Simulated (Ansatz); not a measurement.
# C2H3AlFNO: one species, many methods

Aim: compute C2H3AlFNO with functionals from several rungs and with coupled cluster. The yardstick is the atomisation energy at the CCSD(T) limit.

Computed with Ansatz 0.2.0, Gaussian basis. Level: functionals in def2-TZVPP, the program's frozen cores in correlated methods.

The runs, in order: LDA (SPW92), PBE-D4, revPBE-D4, BLYP-D4, r2SCAN-D4, B97M-V, PBE0-D4, B3LYP-D4, r2SCANh-D4, r2SCAN0-D4, HSE06-D4, BHLYP-D4, CAM-B3LYP-D4, LC-ωPBE, ωB97X-V, ωB97M-V, B2PLYP, PBE-QIDH; CCSD(T)/def2-SVP; CCSD(T)/def2-TZVPP; MP2/def2-QZVPP; extrapolation to the limit; RPA on PBE.

### 1 The geometry

All runs share one geometry, relaxed beforehand with PBE0-D4 in a triple-zeta def2 set.

SMILES `FC1=C[NH][AlH][O]1`, 9 atoms, charge 0, spin multiplicity 1.

Atoms are counted from 1 here; the program's logs count them from 0.

Bond lengths: F1–C2 1.325 Å, C2–C3 1.338 Å, C2–O6 1.331 Å, C3–N4 1.414 Å, C3–H7 1.079 Å, N4–Al5 1.776 Å, N4–H8 1.003 Å, Al5–O6 1.748 Å, Al5–H9 1.562 Å. Angles: F1–C2–C3 125.2°, F1–C2–O6 114.9°, C3–C2–O6 119.9°, C2–C3–N4 113.4°, C2–C3–H7 124.6°, N4–C3–H7 122.0°, C3–N4–Al5 106.2°, C3–N4–H8 116.2°, Al5–N4–H8 137.6°, N4–Al5–O6 93.5°, N4–Al5–H9 138.2°, O6–Al5–H9 128.3°, C2–O6–Al5 107.0°.

### 2 LDA

This LDA is Slater exchange with PW92 correlation.

The input, in.yaml:

```yaml
crystal:
  periodic: [false, false, false]
  atoms:
    - {symbol: F, position_ang: [2.222310, 0.735077, -1.049670]}
    - {symbol: C, position_ang: [1.061514, 0.427040, -0.488920]}
    - {symbol: C, position_ang: [0.553082, -0.807345, -0.394456]}
    - {symbol: N, position_ang: [-0.703669, -0.848306, 0.252857]}
    - {symbol: Al, position_ang: [-1.093969, 0.828670, 0.686240]}
    - {symbol: O, position_ang: [0.385909, 1.461816, 0.004368]}
    - {symbol: H, position_ang: [1.034073, -1.698718, -0.766720]}
    - {symbol: H, position_ang: [-1.123601, -1.754193, 0.346551]}
    - {symbol: H, position_ang: [-2.247050, 1.609760, 1.392751]}
basis:
  gaussian: {orbitals: def2-TZVPP}
hamiltonian: {xc: lda}
output: {orbitals: {seedname: orbitals}}
```

The runs that follow: PBE-D4 (GGA); revPBE-D4 (GGA); BLYP-D4 (GGA); r2SCAN-D4 (meta-GGA); B97M-V (meta-GGA); PBE0-D4 (hybrid); B3LYP-D4 (hybrid); r2SCANh-D4 (hybrid); r2SCAN0-D4 (hybrid); HSE06-D4 (hybrid); BHLYP-D4 (hybrid); CAM-B3LYP-D4 (range-separated); LC-ωPBE (range-separated); ωB97X-V (range-separated); ωB97M-V (range-separated); B2PLYP (double hybrid); PBE-QIDH (double hybrid); CCSD(T) in def2-SVP; CCSD(T) in def2-TZVPP; MP2 in def2-QZVPP; RPA on PBE orbitals.

Q: Predict the results of all the runs planned. Wanted: atomisation energy, CCSD(T)/CBS; farthest beyond LDA; mean size of error, GGA; mean size of error, meta-GGA; mean size of error, hybrid; mean size of error, range-separated; mean size of error, double hybrid; gap, smallest and largest; T1 diagnostic.

**Answer**, as computed:

| quantity | value |
| --- | --- |
| atomisation energy, CCSD(T)/CBS | 3680.4 kJ/mol |
| functionals within 18.4 kJ/mol (0.5 %) | B3LYP-D4, r2SCANh-D4 |
| farthest beyond LDA | BHLYP-D4 (-174.7 kJ/mol) |
| mean size of error, GGA | 72.0 kJ/mol |
| mean size of error, meta-GGA | 27.2 kJ/mol |
| mean size of error, hybrid | 53.8 kJ/mol |
| mean size of error, range-separated | 26.4 kJ/mol |
| mean size of error, double hybrid | 27.1 kJ/mol |
| gap, smallest and largest | 3.04 eV (BLYP-D4), 9.36 eV (LC-ωPBE) |
| T1 diagnostic | 0.0150 |
| triples share of the correlation energy | 4.0 % |

LDA overbinds by 701.2 kJ/mol (19 %). PBE-D4 misses by +155.1 kJ/mol. Double hybrids carry the basis error of their MP2 part in triple zeta, and no dispersion term here, so their miss is partly the set-up's. By mean error the best rung here is range-separated (26.4 kJ/mol) and the worst beyond LDA is GGA (72.0 kJ/mol). The gap between the best rungs is small, so their order is not settled. Misses under about 18.4 kJ/mol are within the doubt on the reference itself, which lacks core-valence correlation, relativity and higher excitations. Hartree-Fock recovers 67 % of the binding; the rest is correlation. CCSD(T) in def2-SVP is off by -218.2 kJ/mol, so the small basis spoils what the method gains. Orbital gaps span 3.0 to 9.4 eV; exact exchange widens them.
